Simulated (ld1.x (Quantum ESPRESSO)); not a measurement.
# An RRKJ potential for boron, from input to tests

Task: generate the file, and judge it by its errors in other configurations, its logarithmic derivatives, its ghosts and its cutoff.

Method: ld1.x (Quantum ESPRESSO) 7.5, PBE, fully relativistic.

### Step 1. The atom and the settings

The settings as typed:

```
element                 : boron (B, Z = 5)
type                    : norm-conserving RRKJ (Kleinman–Bylander form)
frozen core             : [He]
valence charge          : 3
reference configuration : 2s2 2p1
partial waves           : 2p (bound): rc 2.30 bohr; 2s (bound): rc 1.30 bohr
local potential         : the s channel
core correction         : not asked for
```

The nodes and maxima of the atom's own shells, from an earlier all-electron run, set the scale for the radii.

All-electron outer shells of the reference configuration (PBE, scalar-relativistic, ld1.x):

| shell | level (eV) | outermost node (bohr) | outermost maximum (bohr) |
| --- | --- | --- | --- |
| 1s | -180.59 | – | 0.21 |
| 2s | -9.44 | 0.46 | 1.52 |
| 2p | -3.61 | – | 1.57 |

### Step 2. Generation

B.in reads:

```
 &input
   title='B', zed=5., rel=2, dft='PBE', iswitch=3,
   config='[He] 2s2 2p1', rel_dist='average',
   nld=3, rlderiv=2.50, eminld=-3.0, emaxld=5.0, deld=0.02
 /
 &inputp
   pseudotype=2, tm=.false., rho0=0.001, lloc=0,
   nlcc=.false.,
   file_pseudopw='B.UPF', file_wfcaegen='ae.wfc', file_wfcncgen='nc.wfc', file_beta='beta', file_chi='chi'
 /
2
2P  2  1   1.00   0.00  2.30  2.30  0.0
2S  1  0   2.00   0.00  1.30  1.30  0.0
 &test
   configts(1)='2s2 2p1'
 /
```

Run with:

```bash
$ ld1.x < B.in > B.out
```

What the program wrote to B.out (without the banner and most projector matrices):

```text
     Program LD1 v.7.5
     --------------------------- All-electron run ----------------------------

     B
     dirac relativistic calculation

     atomic number is  5.00
     dft =PBE   lsd =0 sic =0 latt =0  beta=0.20 tr2=1.0E-14
     Exchange-correlation= PBE
                           (   1   4   3   4   0   0   0)
     mesh =1059 r(mesh) = 101.04461 a.u. xmin = -7.00 dx = 0.01250
     1 Ry =  13.60569312 eV, c = 137.03599908

     n l j   nl                  e(Ry)          e(Ha)          e(eV)
     Spin orbit split results
     1 0 0.5 1S 1( 2.00)       -13.2730        -6.6365      -180.5880
     2 0 0.5 2S 1( 2.00)        -0.6940        -0.3470        -9.4430
     2 1 0.5 2P 1( 0.33)        -0.2653        -0.1326        -3.6091
     2 1 1.5 2P 1( 0.67)        -0.2650        -0.1325        -3.6058
     Averaged results
     1 0     1S 1( 2.00)       -13.2730        -6.6365      -180.5880
     2 0     2S 1( 2.00)        -0.6940        -0.3470        -9.4430
     2 1     2P 1( 1.00)        -0.2651        -0.1326        -3.6069

     final scf error:  6.5E-15 reached in  20 iterations

     Etot =     -49.206722 Ry,     -24.603361 Ha,    -669.491561 eV

     Ekin =      49.039698 Ry,      24.519849 Ha,     667.219076 eV
     Encl =    -113.773796 Ry,     -56.886898 Ha,   -1547.971353 eV
     Eh   =      23.126197 Ry,      11.563098 Ha,     314.647939 eV
     Exc  =      -7.598821 Ry,      -3.799410 Ha,    -103.387223 eV

     normalization and overlap integrals

     s(1S/1S) =  1.000000  <r> =   0.3294  <r2> =    0.1474  r(max) =   0.2103
     s(2S/2S) =  1.000000  <r> =   1.9516  <r2> =    4.5978  r(max) =   1.5152
     s(2P/2P) =  1.000000  <r> =   2.3009  <r2> =    6.8863  r(max) =   1.5731
     s(2P/2P) =  1.000000  <r> =   2.3019  <r2> =    6.8924  r(max) =   1.5731

     ------------------------ End of All-electron run ------------------------

     --------------------- Generating NC pseudopotential ---------------------

      Generating local pot.: lloc=0, matching radius rcloc =   1.3000

     Fully relativistic calculation: |psi|^2

     Wfc 2P LC norm =  0.99998051 SC norm =  0.00001938 missing  0.00000011

     Wfc 2P LC norm =  0.99998052 SC norm =  0.00001641 missing  0.00000306

      Wfc   2P  rcut= 2.318  Estimated cut-off energy=       32.79 Ry
      This function has    0 nodes for 0 < r <    2.318

      Wfc   2P  rcut= 2.318  Estimated cut-off energy=       32.79 Ry
      This function has    0 nodes for 0 < r <    2.318

     ------------------- End of pseudopotential generation -------------------

     [... the all-electron block is printed once more ...]


     Computing logarithmic derivative in   2.51389
     Computing logarithmic derivative in   2.51389
     Computing the partial wave expansion
       no projector for channel:   0
     R is outside the sphere for l=    1 j= 0.50
     R is outside the sphere for l=    1 j= 1.50

     ---------------------- Testing the pseudopotential ----------------------

     B
     dirac relativistic calculation

     atomic number is  5.00   valence charge is  3.00
     dft =PBE   lsd =0 sic =0 latt =0  beta=0.20 tr2=1.0E-14
     mesh =1059 r(mesh) = 101.04461 xmin = -7.00 dx = 0.01250

     n l  j  nl             e AE (Ry)       e PS (Ry)    De AE-PS (Ry)
     1 0 0.5 2S   1( 2.00)       -0.69405       -0.69405        0.00000
     2 1 0.5 2P   1( 0.33)       -0.26526       -0.26526       -0.00000
     2 1 1.5 2P   1( 0.67)       -0.26502       -0.26502        0.00000

     eps = 6.0E-15  iter = 17

     Etot =     -49.206722 Ry,     -24.603361 Ha,    -669.491561 eV
     Etotps =    -5.170210 Ry,      -2.585105 Ha,     -70.344294 eV

     Ekin =       2.448176 Ry,       1.224088 Ha,      33.309125 eV
     Encl =      -9.505272 Ry,      -4.752636 Ha,    -129.325816 eV
     Ehrt =       3.980733 Ry,       1.990367 Ha,      54.160633 eV
     Ecxc =      -1.603456 Ry,      -0.801728 Ha,     -21.816124 eV
     Epseu=      -0.490391 Ry,      -0.245196 Ha,      -6.672112 eV

     ---------------------- End of pseudopotential test ----------------------
```

Run time: 1.7 s. Hardware: 1 thread, shared host. This counts the later configuration tests of the new file too.

### Step 3. Transferability test

B.test.in reads:

```
 &input
   title='B', zed=5., rel=2, dft='PBE', iswitch=2,
   config='[He] 2s2 2p1', rel_dist='average'
 /
 &test
   file_pseudo='B.UPF', nconf=8,
   configts(1)='2s2 2p1',
   configts(2)='2s2 2p0',
   configts(3)='2s1 2p0',
   configts(4)='2s2 2p0.5',
   configts(5)='2s1 2p2',
   configts(6)='2s1 2p1',
   configts(7)='2s2 2p1.3',
   configts(8)='2s0 2p3'
 /
```

Run with:

```bash
$ ld1.x < B.test.in > B.test.out
```

B.test.out, the pseudopotential blocks:

```text
     ---------------------- Testing the pseudopotential ----------------------

     B
     dirac relativistic calculation

     atomic number is  5.00   valence charge is  3.00
     dft =PBE   lsd =0 sic =0 latt =0  beta=0.20 tr2=1.0E-14
     mesh =1059 r(mesh) = 101.04461 xmin = -7.00 dx = 0.01250

     n l  j  nl             e AE (Ry)       e PS (Ry)    De AE-PS (Ry)
     1 0 0.5 2S   1( 2.00)       -0.69405       -0.69405        0.00000
     2 1 0.5 2P   1( 0.33)       -0.26526       -0.26526       -0.00000
     2 1 1.5 2P   1( 0.67)       -0.26502       -0.26502        0.00000

     eps = 6.2E-15  iter = 20

     Etot =     -49.206722 Ry,     -24.603361 Ha,    -669.491561 eV
     Etotps =    -5.170210 Ry,      -2.585105 Ha,     -70.344295 eV

     Ekin =       2.448176 Ry,       1.224088 Ha,      33.309125 eV
     Encl =      -9.505272 Ry,      -4.752636 Ha,    -129.325816 eV
     Ehrt =       3.980733 Ry,       1.990367 Ha,      54.160633 eV
     Ecxc =      -1.603456 Ry,      -0.801728 Ha,     -21.816124 eV
     Epseu=      -0.490391 Ry,      -0.245196 Ha,      -6.672112 eV

     ---------------------- End of pseudopotential test ----------------------

     ---------------------- Testing the pseudopotential ----------------------

     B
     [...]
     n l  j  nl             e AE (Ry)       e PS (Ry)    De AE-PS (Ry)
     1 0 0.5 2S   1( 2.00)       -1.43401       -1.42872       -0.00530  !
     2 1 0.5 2P   1( 0.00)       -0.98249       -0.97215       -0.01034  !
     2 1 1.5 2P   1( 0.00)       -0.98214       -0.97181       -0.01032  !

     eps = 6.6E-16  iter = 14

     Etot =     -48.602591 Ry,     -24.301296 Ha,    -661.271940 eV
     Etotps =    -4.569297 Ry,      -2.284649 Ha,     -62.168454 eV
     dEtot_ae =       0.604131 Ry
     dEtot_ps =       0.600913 Ry,   Delta E=       0.003218 Ry

     [...]
     ---------------------- End of pseudopotential test ----------------------

     ---------------------- Testing the pseudopotential ----------------------

     B
     [...]
     n l  j  nl             e AE (Ry)       e PS (Ry)    De AE-PS (Ry)
     1 0 0.5 2S   1( 1.00)       -2.31338       -2.29969       -0.01369  !
     2 1 0.5 2P   1( 0.00)       -1.87388       -1.83699       -0.03689  !
     2 1 1.5 2P   1( 0.00)       -1.87338       -1.83655       -0.03683  !

     eps = 4.2E-15  iter = 10

     Etot =     -46.734079 Ry,     -23.367039 Ha,    -635.849532 eV
     Etotps =    -2.709472 Ry,      -1.354736 Ha,     -36.864242 eV
     dEtot_ae =       2.472644 Ry
     dEtot_ps =       2.460739 Ry,   Delta E=       0.011905 Ry

     [...]
     ---------------------- End of pseudopotential test ----------------------

     ---------------------- Testing the pseudopotential ----------------------

     B
     [...]
     n l  j  nl             e AE (Ry)       e PS (Ry)    De AE-PS (Ry)
     1 0 0.5 2S   1( 2.00)       -1.03850       -1.03762       -0.00088
     2 1 0.5 2P   1( 0.17)       -0.59461       -0.59234       -0.00227
     2 1 1.5 2P   1( 0.33)       -0.59431       -0.59205       -0.00226

     eps = 9.0E-15  iter = 17

     Etot =     -48.994505 Ry,     -24.497252 Ha,    -666.604197 eV
     Etotps =    -4.958402 Ry,      -2.479201 Ha,     -67.462498 eV
     dEtot_ae =       0.212217 Ry
     dEtot_ps =       0.211808 Ry,   Delta E=       0.000409 Ry

     [...]
     ---------------------- End of pseudopotential test ----------------------

     ---------------------- Testing the pseudopotential ----------------------

     B
     [...]
     n l  j  nl             e AE (Ry)       e PS (Ry)    De AE-PS (Ry)
     1 0 0.5 2S   1( 1.00)       -0.72916       -0.73090        0.00174
     2 1 0.5 2P   1( 0.67)       -0.29843       -0.29958        0.00115
     2 1 1.5 2P   1( 1.33)       -0.29818       -0.29933        0.00115

     eps = 1.0E-15  iter = 19

     Etot =     -48.776691 Ry,     -24.388346 Ha,    -663.640691 eV
     Etotps =    -4.739948 Ry,      -2.369974 Ha,     -64.490274 eV
     dEtot_ae =       0.430031 Ry
     dEtot_ps =       0.430263 Ry,   Delta E=      -0.000232 Ry

     [...]
     ---------------------- End of pseudopotential test ----------------------

     ---------------------- Testing the pseudopotential ----------------------

     B
     [...]
     n l  j  nl             e AE (Ry)       e PS (Ry)    De AE-PS (Ry)
     1 0 0.5 2S   1( 1.00)       -1.43998       -1.44360        0.00362
     2 1 0.5 2P   1( 0.33)       -0.98933       -0.98855       -0.00078
     2 1 1.5 2P   1( 0.67)       -0.98897       -0.98820       -0.00077

     eps = 5.1E-15  iter = 23

     Etot =     -48.151229 Ry,     -24.075614 Ha,    -655.130843 eV
     Etotps =    -4.113277 Ry,      -2.056639 Ha,     -55.963990 eV
     dEtot_ae =       1.055493 Ry
     dEtot_ps =       1.056933 Ry,   Delta E=      -0.001440 Ry

     [...]
     ---------------------- End of pseudopotential test ----------------------

     ---------------------- Testing the pseudopotential ----------------------

     B
     [...]
     n l  j  nl             e AE (Ry)       e PS (Ry)    De AE-PS (Ry)
     1 0 0.5 2S   1( 2.00)       -0.51889       -0.51876       -0.00013
     2 1 0.5 2P   1( 0.43)       -0.10174       -0.10186        0.00012
     2 1 1.5 2P   1( 0.87)       -0.10153       -0.10165        0.00012

     eps = 1.5E-16  iter = 11

     Etot =     -49.260988 Ry,     -24.630494 Ha,    -670.229888 eV
     Etotps =    -5.224507 Ry,      -2.612253 Ha,     -71.083033 eV
     dEtot_ae =      -0.054266 Ry
     dEtot_ps =      -0.054296 Ry,   Delta E=       0.000030 Ry

     [...]
     ---------------------- End of pseudopotential test ----------------------

     ---------------------- Testing the pseudopotential ----------------------

     B
     [...]
     n l  j  nl             e AE (Ry)       e PS (Ry)    De AE-PS (Ry)
     1 0 0.5 2S   1( 0.00)       -0.75828       -0.76225        0.00397
     2 1 0.5 2P   1( 1.00)       -0.32663       -0.32874        0.00211
     2 1 1.5 2P   1( 2.00)       -0.32637       -0.32848        0.00211

     eps = 4.8E-15  iter = 12

     Etot =     -48.345253 Ry,     -24.172626 Ha,    -657.770673 eV
     Etotps =    -4.307304 Ry,      -2.153652 Ha,     -58.603860 eV
     dEtot_ae =       0.861469 Ry
     dEtot_ps =       0.862906 Ry,   Delta E=      -0.001437 Ry

     [...]
     ---------------------- End of pseudopotential test ----------------------
```

Excitation and ionisation energies from 2s2 2p1, with the error of the potential. The frozen-core shift comes from a second all-electron run, not shown, with the core orbitals held at their reference shape; it is that run's ΔE less the relaxed one.

| valence configuration | charge | ΔE all-electron (eV) | error AE − PS (meV) | frozen-core shift (meV) |
| --- | --- | --- | --- | --- |
| 2s2 2p0 | +1 | 8.220 | +44 | +0.3 |
| 2s1 2p0 | +2 | 33.642 | +162 | +5.5 |
| 2s2 2p0.5 | +0.5 | 2.887 | +5.6 | 0.0 |
| 2s1 2p2 | 0 | 5.851 | -3.2 | +0.4 |
| 2s1 2p1 | +1 | 14.361 | -20 | +1.0 |
| 2s2 2p1.3 | -0.3 | -0.738 | +0.4 | 0.0 |
| 2s0 2p3 | 0 | 11.721 | -20 | +1.8 |

### Step 4. Does it scatter like the atom?

Taken from the files of the generation run. The phase is arctan(r·u′/u) with u = r·R, unwrapped, with energies in Ry. A pole is an energy at which the radial function vanishes at the test radius. The pseudo phase is shifted by a multiple of π to meet the all-electron one at the reference energy. Levels narrower than the energy grid can be missing from the poles. The last column is the largest difference on the grid between −1 and +1 Ry.

| channel | radius (bohr) | reference (Ry) | poles AE | poles PS | window around the reference with phases within 0.05 rad (Ry) | largest difference near zero (rad) |
| --- | --- | --- | --- | --- | --- | --- |
| s | 2.51 | -0.69 | 0.03 | 0.02 | below 2.3 | 0.002 |
| p1/2 | 2.51 | -0.27 | 0.44 | 0.46 | below 1.7 | 0.009 |
| p3/2 | 2.51 | -0.27 | 0.45 | 0.46 | below 1.7 | 0.009 |

Phases (rad) along the scan:

| E (Ry) | p1/2 AE | p1/2 PS | s AE | s PS |
| --- | --- | --- | --- | --- |
| -3.00 | 1.325 | 1.325 | 1.298 | 1.298 |
| -2.52 | 1.297 | 1.298 | 1.257 | 1.257 |
| -2.04 | 1.257 | 1.258 | 1.188 | 1.188 |
| -1.56 | 1.191 | 1.192 | 1.037 | 1.037 |
| -1.08 | 1.054 | 1.056 | 0.451 | 0.451 |
| -0.60 | 0.564 | 0.566 | -1.118 | -1.118 |
| -0.12 | -1.060 | -1.060 | -1.518 | -1.518 |
| 0.36 | -1.534 | -1.530 | -1.659 | -1.660 |
| 0.84 | -1.699 | -1.690 | -1.755 | -1.757 |
| 1.32 | -1.830 | -1.809 | -1.856 | -1.861 |
| 1.80 | -2.014 | -1.956 | -2.008 | -2.022 |
| 2.28 | -2.449 | -2.237 | -2.334 | -2.383 |
| 2.76 | -3.558 | -2.981 | -3.190 | -3.326 |
| 3.24 | -4.233 | -3.937 | -4.042 | -4.116 |
| 3.72 | -4.460 | -4.318 | -4.361 | -4.397 |
| 4.20 | -4.568 | -4.477 | -4.500 | -4.525 |
| 4.68 | -4.634 | -4.563 | -4.579 | -4.599 |

### Step 5. Cutoff and ghost test in a Bessel basis

A separate test, outside the generator: the pseudo-atom's Hamiltonian at the reference potential is diagonalised in spherical Bessel functions j_l(qr) that vanish at 20 bohr, with q² up to the cutoff.

All-electron valence levels (Ry): 2p1/2 -0.2653, 2p3/2 -0.2650, 2s -0.6940. The lowest levels of each channel (Ry) by cutoff; the last column sums, over occupied levels, occupation times the distance from the level at 400 Ry. A positive value at high cutoff is not a bound level.

| cutoff (Ry) | p1/2 #1 | p3/2 #1 | s #1 | d #1 | f #1 | Σ f·Δε (mRy) |
| --- | --- | --- | --- | --- | --- | --- |
| 8 | -0.2044 | -0.2043 | -0.6424 | 0.0662 | 0.1130 | 164.1 |
| 15 | -0.2603 | -0.2601 | -0.6784 | 0.0662 | 0.1130 | 36.4 |
| 21 | -0.2650 | -0.2647 | -0.6907 | 0.0662 | 0.1130 | 7.0 |
| 25 | -0.2652 | -0.2650 | -0.6922 | 0.0662 | 0.1130 | 3.7 |
| 35 | -0.2653 | -0.2650 | -0.6929 | 0.0662 | 0.1130 | 2.3 |
| 50 | -0.2653 | -0.2650 | -0.6935 | 0.0662 | 0.1130 | 1.2 |
| 55 | -0.2653 | -0.2650 | -0.6937 | 0.0662 | 0.1130 | 0.8 |
| 70 | -0.2653 | -0.2650 | -0.6940 | 0.0662 | 0.1130 | 0.1 |
| 400 | -0.2653 | -0.2650 | -0.6940 | 0.0662 | 0.1130 | 0.0 |

The sum stays within 10 mRy from 21 Ry and within 1 mRy from 55 Ry. The sum leaves out empty levels, which can need more. Ghost test: no level below the all-electron spectrum of its channel (p1/2, p3/2, s, d, f tested).

### Step 6. Outcome

```
                                                quantity                  value
               cutoffs for 10 and 1 mRy, occupied levels        21 Ry and 55 Ry
                                            bound ghosts             none found
                            largest test error (AE − PS)  +162 meV, for 2s1 2p0
largest phase difference near zero energy, channels read              0.009 rad
```

What this shows: The worst unpolarised test, 2s1 2p0, is off by 162 meV on 33.6 eV; by total energies transferability rates as poor. Freezing the core alone would shift it much less, so the error comes from the pseudisation. It counts as soft on the atom at that tolerance, with 21 Ry needed at the looser tolerance. The tighter tolerance needs 55 Ry, and converged work needs a cutoff nearer that. The slowest occupied level is 2s: taken alone it needs 45 Ry to come within 1 mRy, against 21 Ry for 2p. No bound ghost shows below the valence levels. Near zero energy the phases of the channels with partial waves agree within 0.009 rad.
